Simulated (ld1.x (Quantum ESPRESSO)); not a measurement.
# Ge: generating and testing an RRKJ potential

Do these settings give a usable potential? It is generated, then checked for transferability, scattering, ghosts and hardness.

Method: ld1.x (Quantum ESPRESSO) 7.5, LDA (PW92), scalar-relativistic.

### 1 Settings

Typed settings, in words:

| Item | Value |
| --- | --- |
| element | germanium (Ge, Z = 32) |
| type | norm-conserving RRKJ (Kleinman–Bylander form) |
| frozen core | [Ar] 3d10 |
| valence charge | 4 |
| reference configuration | 4s2 4p2 |
| partial waves | 4p (bound): rc 2.20 bohr; 4d channel at -0.1 Ry: rc 2.05 bohr; 4s (bound): rc 1.40 bohr |
| local potential | the s channel |
| core correction | Bessel-smoothed model core inside 0.85 bohr |

### 2 Generation

Input file Ge.in:

```
 &input
   title='Ge', zed=32., rel=1, dft='PW', iswitch=3,
   config='[Ar] 3d10 4s2 4p2 4d-2',
   nld=3, rlderiv=2.40, eminld=-3.0, emaxld=5.0, deld=0.02
 /
 &inputp
   pseudotype=2, tm=.false., rho0=0.01, lloc=0,
   nlcc=.true., new_core_ps=.true., rcore=0.85,
   file_pseudopw='Ge.UPF', file_wfcaegen='ae.wfc', file_wfcncgen='nc.wfc', file_beta='beta', file_chi='chi'
 /
3
4P  2  1   2.00   0.00  2.20  2.20  0.0
4D  3  2  -2.00  -0.10  2.05  2.05  0.0
4S  1  0   2.00   0.00  1.40  1.40  0.0
 &test
   configts(1)='4s2 4p2'
 /
```

Started as:

```console
$ ld1.x < Ge.in > Ge.out
```

Output in Ge.out (without the banner and most projector matrices):

```text
     Program LD1 v.7.5
     --------------------------- All-electron run ----------------------------

     Ge
     scalar relativistic calculation

     atomic number is 32.00
     dft =PW   lsd =0 sic =0 latt =0  beta=0.20 tr2=1.0E-14
     Exchange-correlation= PW
                           (   1   4   0   0   0   0   0)
     mesh =1207 r(mesh) = 100.41023 a.u. xmin = -7.00 dx = 0.01250
     1 Ry =  13.60569312 eV, c = 137.03599908

     n l     nl                  e(Ry)          e(Ha)          e(eV)
     1 0     1S 1( 2.00)      -804.1600      -402.0800    -10941.1542
     2 0     2S 1( 2.00)      -100.6525       -50.3263     -1369.4476
     2 1     2P 1( 6.00)       -88.0554       -44.0277     -1198.0551
     3 0     3S 1( 2.00)       -12.3286        -6.1643      -167.7390
     3 1     3P 1( 6.00)        -8.4807        -4.2403      -115.3856
     3 2     3D 1(10.00)        -2.1726        -1.0863       -29.5594
     4 0     4S 1( 2.00)        -0.8780        -0.4390       -11.9457
     4 1     4P 1( 2.00)        -0.2974        -0.1487        -4.0467

     final scf error:  4.4E-15 reached in  30 iterations

     Etot =   -4191.798606 Ry,   -2095.899303 Ha,  -57032.325467 eV

     Ekin =    4266.105442 Ry,    2133.052721 Ha,   58043.321479 eV
     Encl =  -10108.759696 Ry,   -5054.379848 Ha, -137536.682275 eV
     Eh   =    1803.887856 Ry,     901.943928 Ha,   24543.144598 eV
     Exc  =    -153.032209 Ry,     -76.516104 Ha,   -2082.109269 eV

     normalization and overlap integrals

     s(1S/1S) =  1.000000  <r> =   0.0471  <r2> =    0.0030  r(max) =   0.0309
     s(2S/2S) =  1.000000  <r> =   0.2104  <r2> =    0.0522  r(max) =   0.1754
     s(2P/2P) =  1.000000  <r> =   0.1839  <r2> =    0.0414  r(max) =   0.1418
     s(3S/3S) =  1.000000  <r> =   0.6254  <r2> =    0.4515  r(max) =   0.5402
     s(3P/3P) =  1.000000  <r> =   0.6478  <r2> =    0.4946  r(max) =   0.5402
     s(3D/3D) =  1.000000  <r> =   0.7371  <r2> =    0.6984  r(max) =   0.5012
     s(4S/4S) =  1.000000  <r> =   2.1062  <r2> =    5.1381  r(max) =   1.7277
     s(4P/4P) =  1.000000  <r> =   2.8795  <r2> =    9.9101  r(max) =   2.1908

     ------------------------ End of All-electron run ------------------------

     --------------------- Generating NC pseudopotential ---------------------

      Generating local pot.: lloc=0, matching radius rcloc =   1.4000

      Computing core charge for nlcc:

       r > 0.86 : true rho core
      Core charge pseudized with two Bessel functions
      Integrated core pseudo-charge :  20.01

      Wfc   4P  rcut= 2.191  Estimated cut-off energy=       36.16 Ry
      This function has    0 nodes for 0 < r <    2.191

      Wfc   4D  rcut= 2.032  Estimated cut-off energy=       53.35 Ry
      This function has    0 nodes for 0 < r <    2.032

     ------------------- End of pseudopotential generation -------------------

     [... the all-electron block is printed once more ...]


     Computing logarithmic derivative in   2.40616
     Computing logarithmic derivative in   2.40616
     Computing the partial wave expansion
       no projector for channel:   0
     R is outside the sphere for l=    1 j= 0.00
     R is outside the sphere for l=    2 j= 0.00

     ---------------------- Testing the pseudopotential ----------------------

     Ge
     scalar relativistic calculation

     atomic number is 32.00   valence charge is  4.00
     dft =PW   lsd =0 sic =0 latt =0  beta=0.20 tr2=1.0E-14
     mesh =1207 r(mesh) = 100.41023 xmin = -7.00 dx = 0.01250

     n l     nl             e AE (Ry)        e PS (Ry)    De AE-PS (Ry)
     1 0     4S   1( 2.00)       -0.87799       -0.87799       -0.00000
     2 1     4P   1( 2.00)       -0.29743       -0.29743        0.00000

     eps = 5.3E-15  iter = 15

     Etot =   -4191.798606 Ry,   -2095.899303 Ha,  -57032.325467 eV
     Etotps =   -62.814832 Ry,     -31.407416 Ha,    -854.639332 eV

     Ekin =       2.605685 Ry,       1.302842 Ha,      35.452149 eV
     Encl =     -13.567847 Ry,      -6.783923 Ha,    -184.599957 eV
     Ehrt =       5.847316 Ry,       2.923658 Ha,      79.556781 eV
     Ecxc =     -57.729979 Ry,     -28.864989 Ha,    -785.456374 eV
     (Ecc =     -55.021648 Ry,     -27.510824 Ha,    -748.607662 eV)
     Epseu=       0.029993 Ry,       0.014996 Ha,       0.408070 eV

     ---------------------- End of pseudopotential test ----------------------
```

It took 3.2 s on 1 thread of Intel Xeon Platinum 8488C, shared host. This counts the later configuration tests of the new file too.

Partial waves on a coarse radial grid (AE all-electron, PS pseudo):

```csv
r (bohr),4p AE,4p PS,4s AE,4s PS
0.110,0.1509,0.0017,0.1834,0.0341
0.220,0.0091,0.0073,0.0847,0.0683
0.330,-0.1710,0.0179,-0.2103,0.1030
0.440,-0.2482,0.0349,-0.3473,0.1387
0.550,-0.2295,0.0599,-0.3116,0.1765
0.660,-0.1532,0.0939,-0.1748,0.2186
0.770,-0.0508,0.1370,0.0013,0.2685
0.880,0.0580,0.1884,0.1787,0.3298
0.990,0.1625,0.2460,0.3379,0.4047
1.100,0.2573,0.3071,0.4708,0.4907
1.210,0.3399,0.3682,0.5755,0.5783
1.320,0.4100,0.4261,0.6534,0.6535
1.430,0.4679,0.4779,0.7075,0.7075
1.540,0.5146,0.5217,0.7412,0.7412
1.650,0.5512,0.5564,0.7578,0.7578
1.760,0.5787,0.5824,0.7607,0.7607
1.870,0.5984,0.6005,0.7526,0.7526
1.980,0.6114,0.6122,0.7360,0.7360
2.090,0.6184,0.6185,0.7130,0.7130
2.200,0.6205,0.6205,0.6853,0.6853
2.310,0.6185,0.6185,0.6544,0.6544
2.420,0.6129,0.6129,0.6214,0.6214
2.530,0.6044,0.6044,0.5872,0.5872
2.640,0.5936,0.5936,0.5527,0.5527
2.750,0.5809,0.5809,0.5183,0.5183
2.860,0.5666,0.5666,0.4845,0.4845
```

### 3 Testing the new file in other configurations

Input file Ge.test.in:

```
 &input
   title='Ge', zed=32., rel=1, dft='PW', iswitch=2,
   config='[Ar] 3d10 4s2 4p2 4d-2'
 /
 &test
   file_pseudo='Ge.UPF', nconf=10,
   configts(1)='4s2 4p2',
   configts(2)='4s2 4p1',
   configts(3)='4s2 4p0',
   configts(4)='4s1 4p0',
   configts(5)='4s1 4p2',
   configts(6)='4s2 4p1.5',
   configts(7)='4s0 4p4',
   configts(8)='4s1 4p3',
   configts(9)='4s2 4p2', lsdts(9)=1,
   configts(10)='4s2 4p1', lsdts(10)=1
 /
```

Started as:

```console
$ ld1.x < Ge.test.in > Ge.test.out
```

Ge.test.out, the pseudopotential blocks:

```text
     ---------------------- Testing the pseudopotential ----------------------

     Ge
     scalar relativistic calculation

     atomic number is 32.00   valence charge is  4.00
     dft =PW   lsd =0 sic =0 latt =0  beta=0.20 tr2=1.0E-14
     mesh =1207 r(mesh) = 100.41023 xmin = -7.00 dx = 0.01250

     n l     nl             e AE (Ry)        e PS (Ry)    De AE-PS (Ry)
     1 0     4S   1( 2.00)       -0.87799       -0.87799       -0.00000
     2 1     4P   1( 2.00)       -0.29743       -0.29743        0.00000

     eps = 1.5E-16  iter = 11

     Etot =   -4191.798606 Ry,   -2095.899303 Ha,  -57032.325467 eV
     Etotps =   -62.814832 Ry,     -31.407416 Ha,    -854.639322 eV

     Ekin =       2.605686 Ry,       1.302843 Ha,      35.452159 eV
     Encl =     -13.567846 Ry,      -6.783923 Ha,    -184.599956 eV
     Ehrt =       5.847316 Ry,       2.923658 Ha,      79.556780 eV
     Ecxc =     -57.729979 Ry,     -28.864989 Ha,    -785.456375 eV
     (Ecc =     -55.021648 Ry,     -27.510824 Ha,    -748.607662 eV)
     Epseu=       0.029993 Ry,       0.014996 Ha,       0.408070 eV

     ---------------------- End of pseudopotential test ----------------------

     ---------------------- Testing the pseudopotential ----------------------

     Ge
     [...]
     n l     nl             e AE (Ry)        e PS (Ry)    De AE-PS (Ry)
     1 0     4S   1( 2.00)       -1.48042       -1.48205        0.00163
     2 1     4P   1( 1.00)       -0.84292       -0.84379        0.00087

     eps = 2.9E-15  iter =  9

     Etot =   -4191.237781 Ry,   -2095.618890 Ha,  -57024.695049 eV
     Etotps =   -62.253615 Ry,     -31.126807 Ha,    -847.003576 eV
     dEtot_ae =       0.560825 Ry
     dEtot_ps =       0.561217 Ry,   Delta E=      -0.000392 Ry

     [...]
     ---------------------- End of pseudopotential test ----------------------

     ---------------------- Testing the pseudopotential ----------------------

     Ge
     [...]
     n l     nl             e AE (Ry)        e PS (Ry)    De AE-PS (Ry)
     1 0     4S   1( 2.00)       -2.17788       -2.18416        0.00628  !
     2 1     4P   1( 0.00)       -1.47859       -1.48236        0.00377

     eps = 4.2E-17  iter =  7

     Etot =   -4190.083132 Ry,   -2095.041566 Ha,  -57008.985259 eV
     Etotps =   -61.096709 Ry,     -30.548355 Ha,    -831.263076 eV
     dEtot_ae =       1.715474 Ry
     dEtot_ps =       1.718122 Ry,   Delta E=      -0.002649 Ry

     [...]
     ---------------------- End of pseudopotential test ----------------------

     ---------------------- Testing the pseudopotential ----------------------

     Ge
     [...]
     n l     nl             e AE (Ry)        e PS (Ry)    De AE-PS (Ry)
     1 0     4S   1( 1.00)       -3.00586       -3.03049        0.02463  !
     2 1     4P   1( 0.00)       -2.23564       -2.25069        0.01505  !

     eps = 4.6E-15  iter =  5

     Etot =   -4187.494877 Ry,   -2093.747438 Ha,  -56973.770244 eV
     Etotps =   -58.493874 Ry,     -29.246937 Ha,    -795.849695 eV
     dEtot_ae =       4.303730 Ry
     dEtot_ps =       4.320958 Ry,   Delta E=      -0.017228 Ry

     [...]
     ---------------------- End of pseudopotential test ----------------------

     ---------------------- Testing the pseudopotential ----------------------

     Ge
     [...]
     n l     nl             e AE (Ry)        e PS (Ry)    De AE-PS (Ry)
     1 0     4S   1( 1.00)       -1.55267       -1.55847        0.00580  !
     2 1     4P   1( 2.00)       -0.89974       -0.90204        0.00230

     eps = 6.0E-15  iter =  9

     Etot =   -4190.592552 Ry,   -2095.296276 Ha,  -57015.916270 eV
     Etotps =   -61.606255 Ry,     -30.803127 Ha,    -838.195796 eV
     dEtot_ae =       1.206054 Ry
     dEtot_ps =       1.208577 Ry,   Delta E=      -0.002523 Ry

     [...]
     ---------------------- End of pseudopotential test ----------------------

     ---------------------- Testing the pseudopotential ----------------------

     Ge
     [...]
     n l     nl             e AE (Ry)        e PS (Ry)    De AE-PS (Ry)
     1 0     4S   1( 2.00)       -1.16450       -1.16503        0.00053
     2 1     4P   1( 1.50)       -0.55629       -0.55655        0.00026

     eps = 1.6E-16  iter = 11

     Etot =   -4191.586507 Ry,   -2095.793253 Ha,  -57029.439708 eV
     Etotps =   -62.602653 Ry,     -31.301326 Ha,    -851.752484 eV
     dEtot_ae =       0.212099 Ry
     dEtot_ps =       0.212179 Ry,   Delta E=      -0.000079 Ry

     [...]
     ---------------------- End of pseudopotential test ----------------------

     ---------------------- Testing the pseudopotential ----------------------

     Ge
     [...]
     n l     nl             e AE (Ry)        e PS (Ry)    De AE-PS (Ry)
     1 0     4S   1( 0.00)       -1.01257       -1.01903        0.00646  !
     2 1     4P   1( 4.00)       -0.39187       -0.39317        0.00131

     eps = 9.5E-15  iter = 11

     Etot =   -4190.595872 Ry,   -2095.297936 Ha,  -57015.961432 eV
     Etotps =   -61.607150 Ry,     -30.803575 Ha,    -838.207982 eV
     dEtot_ae =       1.202734 Ry
     dEtot_ps =       1.207681 Ry,   Delta E=      -0.004947 Ry

     [...]
     ---------------------- End of pseudopotential test ----------------------

     ---------------------- Testing the pseudopotential ----------------------

     Ge
     [...]
     n l     nl             e AE (Ry)        e PS (Ry)    De AE-PS (Ry)
     1 0     4S   1( 1.00)       -0.94891       -0.95177        0.00286
     2 1     4P   1( 3.00)       -0.34711       -0.34762        0.00050

     eps = 7.0E-15  iter = 13

     Etot =   -4191.207254 Ry,   -2095.603627 Ha,  -57024.279707 eV
     Etotps =   -62.222290 Ry,     -31.111145 Ha,    -846.577380 eV
     dEtot_ae =       0.591353 Ry
     dEtot_ps =       0.592542 Ry,   Delta E=      -0.001189 Ry

     [...]
     ---------------------- End of pseudopotential test ----------------------

     ---------------------- Testing the pseudopotential ----------------------

     Ge
     [...]
     n l     nl             e AE (Ry)        e PS (Ry)    De AE-PS (Ry)
     1 0     4S   1( 1.00)       -0.90915       -0.90901       -0.00014
     2 1     4P   1( 2.00)       -0.32852       -0.32854        0.00002
     1 0     4S   2( 1.00)       -0.81680       -0.81682        0.00002
     2 1     4P   2( 0.00)       -0.23882       -0.23871       -0.00012

     eps = 4.3E-17  iter = 11

     Etot =   -4191.842901 Ry,   -2095.921451 Ha,  -57032.928132 eV
     Etotps =   -62.859210 Ry,     -31.429605 Ha,    -855.243125 eV
     dEtot_ae =      -0.044295 Ry
     dEtot_ps =      -0.044379 Ry,   Delta E=       0.000084 Ry

     [...]
     ---------------------- End of pseudopotential test ----------------------

     ---------------------- Testing the pseudopotential ----------------------

     Ge
     [...]
     n l     nl             e AE (Ry)        e PS (Ry)    De AE-PS (Ry)
     1 0     4S   1( 1.00)       -1.50546       -1.50701        0.00154
     2 1     4P   1( 1.00)       -0.86819       -0.86912        0.00093
     1 0     4S   2( 1.00)       -1.44712       -1.44887        0.00175
     2 1     4P   2( 0.00)       -0.80899       -0.80982        0.00083

     eps = 1.1E-15  iter =  8

     Etot =   -4191.252450 Ry,   -2095.626225 Ha,  -57024.894633 eV
     Etotps =   -62.268311 Ry,     -31.134156 Ha,    -847.203534 eV
     dEtot_ae =       0.546156 Ry
     dEtot_ps =       0.546520 Ry,   Delta E=      -0.000364 Ry

     [...]
     ---------------------- End of pseudopotential test ----------------------
```

Energies count from the reference configuration 4s2 4p2; the error is all-electron less pseudo. Spin-polarised rows fill open shells by Hund's rule and count from the unpolarised reference. The frozen-core shift comes from a second all-electron run, not shown, with the core orbitals held at their reference shape; it is that run's ΔE less the relaxed one.

```tsv
valence configuration	charge	ΔE all-electron (eV)	error AE − PS (meV)	frozen-core shift (meV)
4s2 4p1	+1	7.630	-5.3	+7.2
4s2 4p0	+2	23.340	-36	+59
4s1 4p0	+3	58.555	-234	+338
4s1 4p2	+1	16.409	-34	+33
4s2 4p1.5	+0.5	2.886	-1.1	+1.2
4s0 4p4	0	16.364	-67	+40
4s1 4p3	0	8.046	-16	+10
4s2 4p2 (spin-polarised)	0	-0.603	+1.1	+5.0
4s2 4p1 (spin-polarised)	+1	7.431	-5.0	+9.4
```

### 4 Does it scatter like the atom?

Taken from the files of the generation run. The phase is arctan(r·u′/u) with u = r·R, unwrapped, with energies in Ry. A pole is an energy at which the radial function vanishes at the test radius. The pseudo phase is shifted by a multiple of π to meet the all-electron one at the reference energy. Levels narrower than the energy grid can be missing from the poles. The last column is the largest difference on the grid between −1 and +1 Ry.

```tsv
channel	radius (bohr)	reference (Ry)	poles AE	poles PS	window around the reference with phases within 0.05 rad (Ry)	largest difference near zero (rad)
s	2.41	-0.88	0.43	0.41	below 2.5	0.006
p	2.41	-0.30	1.66	1.69	below 4.4	0.002
d	2.41	-0.10	-2.14, 3.86	3.69	-1.9 to 0.9	0.043
```

Phases (rad) along the scan:

```csv
E (Ry),d AE,d PS,s AE,s PS
-3.00,1.325,-1.793,1.242,1.241
-2.52,1.279,-1.810,1.174,1.173
-2.04,-1.739,-1.831,1.044,1.042
-1.56,-1.841,-1.859,0.704,0.701
-1.08,-1.891,-1.898,-0.391,-0.391
-0.60,-1.953,-1.955,-1.202,-1.203
-0.12,-2.048,-2.048,-1.448,-1.449
0.36,-2.224,-2.228,-1.560,-1.563
0.84,-2.625,-2.668,-1.630,-1.636
1.32,-3.478,-3.603,-1.687,-1.697
1.80,-4.145,-4.228,-1.741,-1.759
2.28,-4.423,-4.473,-1.803,-1.837
2.76,-4.559,-4.593,-1.885,-1.959
3.24,-4.640,-4.664,-2.017,-2.216
3.72,-4.698,-4.715,-2.277,-2.944
4.20,-4.745,-4.754,-2.890,-3.955
4.68,-4.788,-4.789,-3.756,-4.345
```

### 5 Plane-wave convergence, by spherical Bessel functions

A separate test, outside the generator: the pseudo-atom's Hamiltonian at the reference potential is diagonalised in spherical Bessel functions j_l(qr) that vanish at 20 bohr, with q² up to the cutoff.

All-electron valence levels (Ry): 4p -0.2974, 4s -0.8780. The lowest levels of each channel (Ry) by cutoff; the last column sums, over occupied levels, occupation times the distance from the level at 400 Ry. A positive value at high cutoff is not a bound level.

```csv
cutoff (Ry),p #1,d #1,s #1,f #1,Σ f·Δε (mRy)
8,-0.2798,0.0552,-0.8286,0.1098,134.0
12,-0.2863,0.0551,-0.8570,0.1098,64.4
18,-0.2945,-0.0474,-0.8597,0.1098,42.5
25,-0.2972,-6.4280,-0.8643,0.1098,27.8
35,-0.2974,-12.0110,-0.8740,0.1098,8.0
40,-0.2974,-12.3750,-0.8758,0.1098,4.5
50,-0.2974,-12.4171,-0.8761,0.1098,3.8
60,-0.2974,-12.5154,-0.8765,0.1098,2.9
80,-0.2974,-12.5662,-0.8776,0.1098,0.7
100,-0.2974,-12.5671,-0.8778,0.1098,0.5
400,-0.2974,-12.5745,-0.8780,0.1098,0.0
```

The sum stays within 10 mRy from 35 Ry and within 1 mRy from 80 Ry. The sum leaves out empty levels, which can need more. Ghost test: ghost state, bound below the all-electron valence or empty levels of the same l: d at -171.1 eV.

### 6 Outcome

| quantity | value |
| --- | --- |
| cutoffs for 10 and 1 mRy, occupied levels | 35 Ry and 80 Ry |
| bound ghosts | d at -171.09 eV |
| largest test error (AE − PS), unpolarised tests | -234 meV, for 4s1 4p0 |
| largest phase difference near zero energy, channels read | 0.043 rad |

In words: It has a bound ghost (d), a state that the atom doesn't have, and that rules the file out. The worst unpolarised test, 4s1 4p0, is off by 234 meV on 58.6 eV; by total energies transferability rates as poor. That test lies far up in energy; among those under 40 eV, nearer to bonding, the largest error is 67 meV. The potential is soft on the atom at that tolerance: the looser tolerance needs 35 Ry. The slowest occupied level is 4s: taken alone it needs 70 Ry to come within 1 mRy, against 25 Ry for 4p. Near zero energy the largest phase difference among the channels read is 0.04 rad, in the d channel.
